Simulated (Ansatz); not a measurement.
# TaN+ (quartet): wave-function methods side by side, def2-QZVPP

The task here is to estimate one member of a computed series from the others.

The runs use Ansatz 0.2.0, Gaussian basis; def2-QZVPP, core rule «outside noble gas», up to 5 orbitals frozen.

Plan: UHF; ROHF; CCSD(T) on UHF.

2 further runs of the same task are left out: 2 set aside as unsound or not needed.

## The system

The geometry is a PBE0/def2-TZVP stationary point (not a proven minimum) of the parent state, kept for this charge and spin. No spin-orbit coupling is included. Elements past krypton take def2 core potentials.

2 atoms, charge 1, spin multiplicity 4.

Atoms are counted from 1 here; the program's logs count them from 0.

Bond lengths: Ta1–N2 1.681 Å.

Coordinates:

```xyz
2
charge 1, multiplicity 4
Ta    0.0000    0.0000    0.0000
N     0.0000    0.0000    1.6810
```

Set-up of the first run:

Input file in.yaml:

```yaml
crystal:
  periodic: [false, false, false]
  atoms:
    - {symbol: Ta, position_ang: [0.000000, 0.000000, 0.000000]}
    - {symbol: N, position_ang: [0.000000, 0.000000, 1.681000]}
basis:
  gaussian: {orbitals: "def2-QZVPP.json"}
total_charge: 1
magnetization: {spin_polarized: true, initial_magnetization: 3}
hamiltonian: {xc: hf}
output: {orbitals: {seedname: orbitals}}
```

On the command line:

```bash
> ansatz run in.yaml --threads 1 --pin off --events-out ev --progress --plain --max-ram 4096MiB --backend cpu
```

Among the steps run: UHF; ROHF; CCSD(T) on UHF.

One of the session's tables, all rows but one given; the rest of the session is left out.

| method | from UCCSD(T) (kcal/mol) |
| --- | --- |
| ROHF | +194.03 |
| UHF | +188.41 |
| UMP2 | +9.54 |
| UCCSD | ? |
| UCCSD(T) | 0 |

Estimate the missing values for UCCSD.

As computed: from UCCSD(T) (kcal/mol): +12.35. In the column «from UCCSD(T) (kcal/mol)» it lies between UMP2 (+9.54) and UHF (+188.41).
